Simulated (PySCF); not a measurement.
# C2H5BrO (2-Bromoethanol): the cost of one run

Programs: PySCF 2.14.0, with density-fitted response routines of our own. Each step states its level of theory. These are calculated values for one molecule, in the gas phase or a continuum, unless marked as measured. Atoms count from 0, in the outputs and in this text.

**1. The starting structure**

9 atoms, charge 0, multiplicity 1; geometry from: GFN2-xTB. The atoms were then displaced at random by about 0.01 Å, so the start is not that level's minimum.

Bonds of the start (Å): O0–C1 1.37, C1–C2 1.51, C2–Br3 1.97, O0–H4 0.99, C1–H5 1.09, C1–H6 1.10, C2–H7 1.11, C2–H8 1.11.

**2. Geometry optimisation at PBE0-D3(BJ)/def2-TZVP**

What the job is given:

```
{"job": {"xc": "PBE0", "basis": "def2-TZVP", "d3": "d3bj", "grid": 2, "shake": 0.01, "kind": "geom"}, "charge": 0, "multiplicity": 1}
O     -1.568050     0.106760    -0.122080
C     -0.386440    -0.542670    -0.340490
C      0.748030     0.036160     0.471090
Br     1.211840     1.858070    -0.123700
H     -1.486270     1.051250    -0.397080
H     -0.554800    -1.566540    -0.022640
H     -0.099890    -0.542520    -1.404250
H      1.693780    -0.539880     0.353580
H      0.499610     0.122210     1.551840
```

Started as:

```sh
> OMP_NUM_THREADS=1 python probes_run.py task.json out
```

The driver reads the jobs from task.json and runs them one after another.

Q: Estimate the wall time and peak memory of this first job on 1 thread of Arm Neoverse N1, shared host.

About 2.2 min, with a peak of 0.74 GiB.
